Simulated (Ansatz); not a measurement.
# SnH4+ (doublet): from Hartree-Fock to the top rungs at a displaced geometry (v1), def2-SVP

An exercise on one series of results from a longer session: the logs are not shown, and one member is left open.

Program: Ansatz 0.2.0, Gaussian basis. Level of theory: def2-SVP, core rule «outside noble gas», up to 9 orbitals frozen. These are calculated values, not measurements.

Plan: UHF; CCSD(T) on ROHF; CCSD(T) on UHF; BCCD(T) on ROHF; CISD; CCSDT(Q) on ROHF; CCSDT(Q) on UHF; CASSCF and MRCISD+Q, 7 electrons in 8 orbitals; CASSCF and NEVPT2, 7 electrons in 8 orbitals.

13 further runs of the same task are left out: 6 that didn't finish, 7 set aside as unsound or not needed.

## What is computed

The geometry is a PBE0/def2-TZVP stationary point (not a proven minimum) with its atoms shifted at random (size 0.040 Å). No spin-orbit coupling is included. Elements past krypton take def2 core potentials.

5 atoms, charge 1, spin multiplicity 2.

Atoms are counted from 1 here; the program's logs count them from 0.

Bond lengths: Sn1–H2 1.708 Å, Sn1–H3 1.646 Å, Sn1–H4 1.749 Å, Sn1–H5 1.750 Å. Angles: H2–Sn1–H3 96.4°, H2–Sn1–H4 98.1°, H2–Sn1–H5 144.3°, H3–Sn1–H4 139.9°, H3–Sn1–H5 96.4°, H4–Sn1–H5 93.2°.

Set-up of the first run:

Input file in.yaml:

```yaml
crystal:
  periodic: [false, false, false]
  atoms:
    - {symbol: Sn, position_ang: [0.000882, -0.000032, 0.001350]}
    - {symbol: H, position_ang: [0.576157, 1.135430, 1.140485]}
    - {symbol: H, position_ang: [-0.534073, -1.105191, 1.098141]}
    - {symbol: H, position_ang: [-0.629028, 1.129569, -1.176177]}
    - {symbol: H, position_ang: [0.483093, -1.156028, -1.221387]}
basis:
  gaussian: {orbitals: def2-SVP}
total_charge: 1
magnetization: {spin_polarized: true, initial_magnetization: 1}
hamiltonian: {xc: hf}
output: {orbitals: {seedname: orbitals}}
```

Command:

```
$ ansatz run in.yaml --threads 1 --pin off --events-out ev --progress --plain --max-ram 2393MiB
```

Among the steps run: UHF; CCSD(T) on ROHF; CCSD(T) on UHF; BCCD(T) on ROHF; CISD; CCSDT(Q) on ROHF; CCSDT(Q) on UHF; CASSCF and MRCISD+Q, 7 electrons in 8 orbitals; CASSCF and NEVPT2, 7 electrons in 8 orbitals.

One of the session's tables, all rows but one given; the rest of the session is left out.

| method | from UCCSDT(Q) (meV) |
| --- | --- |
| ROHF | +3675.4 |
| UHF | +3382.5 |
| RMP2 | +948.7 |
| UMP2 | +1004.1 |
| RCCSD | +114.7 |
| UCCSD | +112.8 |
| RCCSD(T) | ? |
| UCCSD(T) | +31.5 |
| BCCD(T) | +30.9 |
| RCCSDT | +4.3 |
| UCCSDT | +2.5 |
| RCCSDT(Q) | +2.1 |
| UCCSDT(Q) | 0 |
| CASSCF valence | +1518.2 |
| NEVPT2 valence | +416.4 |
| MRCISD valence | +42.6 |
| MRCISD+Q valence | -2.9 |

Estimate the missing values for RCCSD(T).

As computed: from UCCSDT(Q) (meV): +29.1. In the column «from UCCSDT(Q) (meV)» it lies between RCCSDT (+4.3) and BCCD(T) (+30.9).

Among the levels timed on like hardware and quicker than the yardstick, those that no quicker one beats, quickest first: BCCD(T) (1.3 s, +30.9 meV); RCCSD(T) (2.4 s, +29.1 meV); MRCISD+Q valence (3.5 s, -2.9 meV); RCCSDT(Q) (11 s, +2.1 meV).

Not comparable, so not listed: CISD (they don't share determinant, frozen orbitals or solution with the rows shown, or repeat one).

To keep in mind: Of the multireference levels listed MRCISD+Q valence comes nearest in total energy (-2.9 meV), which doesn't show that its space is the better one. Restricted and unrestricted rows rest on different reference determinants; where their highest levels disagree by more than a few hundredths of an eV, they describe different states and don't form one ladder.
